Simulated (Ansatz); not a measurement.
# BeZn4O3: the cost of one run

Program: Ansatz 0.2.0. Level of theory: DFT PBE, scalar-relativistic, plane waves, PAW, unless a step names another level. These are calculated values, not measurements.

3 further runs of the same task are left out: 2 that didn't finish, 1 set aside as unsound or not needed.

**1. The system as given**

It takes space group P3m1 (No. 156, trigonal). Conventional cell: a = 3.023 Å, b = 3.023 Å, c = 11.928 Å, α = 90.00°, β = 90.00°, γ = 120.00°. Around Be (site symmetry 3m) lie 4 O at 1.58 to 1.82 Å. Around Zn (site symmetry 3m) lie 3 O at 1.99 Å. Zn (site symmetry 3m) is surrounded by 4 O at 1.93 to 1.96 Å. Zn (site symmetry 3m) has 1 O at 1.97 Å as nearest neighbours. Around Zn (site symmetry 3m) lie 6 Zn at 2.62 to 2.75 Å. Around O (site symmetry 3m) lie 4 Zn at 1.93 to 1.99 Å. O (site symmetry 3m) is surrounded by 1 Be at 1.58 Å and 3 Zn at 1.96 Å. O (site symmetry 3m) is surrounded by 3 Be at 1.82 Å and 1 Zn at 1.97 Å.

Coordinates:

```cif
data_structure
_symmetry_space_group_name_H-M 'P3m1'
_symmetry_Int_Tables_number 156
_cell_length_a 3.0229
_cell_length_b 3.0229
_cell_length_c 11.9283
_cell_angle_alpha 90.000
_cell_angle_beta 90.000
_cell_angle_gamma 120.000
_cell_volume 94.39
loop_
_atom_site_label
_atom_site_type_symbol
_atom_site_symmetry_multiplicity
_atom_site_Wyckoff_symbol
_atom_site_fract_x
_atom_site_fract_y
_atom_site_fract_z
_atom_site_occupancy
Be1 Be 1 b 0.33333 0.66667 0.20657 1
Zn1 Zn 1 b 0.33333 0.66667 0.65493 1
Zn2 Zn 1 a 0.00000 0.00000 0.41346 1
Zn3 Zn 1 a 0.00000 0.00000 0.99722 1
Zn4 Zn 1 c 0.66667 0.33333 0.83293 1
O1 O 1 a 0.00000 0.00000 0.57553 1
O2 O 1 b 0.33333 0.66667 0.33912 1
O3 O 1 a 0.00000 0.00000 0.16225 1
```

It came out lowest among 31 distinct ends of the trial cells. At a tolerance of 0.05 Å it has space group P3m1 (No. 156).

**2. Relaxing to 0.001 eV/Å, on the response runs' mesh and smearing**

input.yaml reads:

```yaml
crystal:
  lattice:
    - [3.022866204, 0.0, 0.0]
    - [-1.511433102, 2.6178789249, 0.0]
    - [0.0, 0.0, 11.9282749407]
  atoms:
    - { symbol: Be, position: [0.3333333333, 0.6666666667, 0.2065718254] }
    - { symbol: Zn, position: [0.3333333333, 0.6666666667, 0.6549314457] }
    - { symbol: Zn, position: [0.0, 0.0, 0.4134609892] }
    - { symbol: Zn, position: [0.0, 0.0, 0.9972181994] }
    - { symbol: Zn, position: [0.6666666667, 0.3333333333, 0.8329254355] }
    - { symbol: O, position: [0.0, 0.0, 0.5755268358] }
    - { symbol: O, position: [0.3333333333, 0.6666666667, 0.3391194077] }
    - { symbol: O, position: [0.0, 0.0, 0.1622458614] }
basis:
  ecutwfc: 420
kpoints:
  mp_grid: { grid: [12, 12, 4] }
hamiltonian:
  xc: pbe
scf:
  occupations: { method: gaussian, width: 0.1 }
output:
  forces: true
  stress: true
  eigenvalues: true
relax:
  adjacent_minimum: "off"
  f_tol: 0.001
  max_steps: 60
  cell: { stress_tol: 0.01 }
```

The run is started by

```bash
$ ansatz run input.yaml --threads 3 --pin off --max-ram 7680MiB --backend cpu --events-out ev --progress --plain --runs-dir out
```

What time and memory should one allow on 3 threads of AMD EPYC 7R43 (Zen 3), shared host?

About 91 s, with a peak of 0.57 GiB.
